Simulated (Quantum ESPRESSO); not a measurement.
Runs of Quantum ESPRESSO 7.5 on CsLiCr2Te2S3. It takes space group P3m1 (No. 156, trigonal). The conventional cell has a = 3.604 Å, b = 3.604 Å, c = 19.067 Å, α = 90.00°, β = 90.00°, γ = 120.00°. Cs (site symmetry 3m) is surrounded by 3 S at 3.38 Å and 6 Cs at 3.60 Å and 3 Te at 3.77 Å. Li (site symmetry 3m) has 6 S at 2.63 to 2.66 Å as nearest neighbours. Around Cr (site symmetry 3m) lie 3 S at 2.40 Å and 3 Te at 2.74 Å. Around Cr (site symmetry 3m) lie 6 S at 2.43 to 2.45 Å. Te (site symmetry 3m) is surrounded by 6 Te at 3.60 Å and 3 Cs at 3.77 Å. Around Te (site symmetry 3m) lie 3 Cr at 2.74 Å. S (site symmetry 3m) has 3 Cr at 2.45 Å and 3 Li at 2.63 Å as nearest neighbours. S (site symmetry 3m) is surrounded by 3 Cr at 2.40 Å and 3 Li at 2.66 Å. The cell was built by a generator and needn't be a form met in nature.

```tsv
task	level	potentials or basis	cell	cutoff (eV)	form of the LDA correlation	most ionic steps	forc conv thr	etot conv thr	ion dynamics	gap on the mesh (eV)	pressure (GPa)	moment (μB)	largest force (eV/Å)
band structure	PBE	SG15 PBE 1.2	as given	952	-	-	-	-	-	none	(c)	5.74	(a)
band structure	LDA	SG15 PBE 1.2	as given	952	PZ81	-	-	-	-	none	-4.5	5.41	0.67
relaxation of cell and atoms	PBE	SSSP 1.3 efficiency PBE	relaxed to 0.3 kbar	748	-	40	0.0004 Ry/bohr	1e-05 Ry	bfgs	none	0.0	5.34	0.01
band structure	PBEsol	SG15 PBE 1.2	as given	952	-	-	-	-	-	none	-2.2	(b)	0.30
```

Alike in all rows: spin collinear, ferromagnetic start; k mesh 5 × 5 × 1; smearing fermi-dirac 0.05 eV; the mesh is coarse, so values aren't converged.

Problem. Estimate the missing entries.

Solution. (a) 0.11; (b) 5.67; (c) 0.7.

Caveats: all runs use coarse meshes; only a ferromagnetic start was run, and an antiferromagnetic order may lie lower in energy; spin-orbit coupling is left out, which moves the levels of the heavy elements (some runs); some levels on the path didn't converge (some runs); the potentials were made for another functional, which shifts forces and pressure (some runs).

A k mesh can miss the band edges, and the runs leave out spin-orbit coupling on Cs, Te.

A gap of «none» marks a metal or a gap under the smearing width.

The runs don't all hold the same shells in valence.
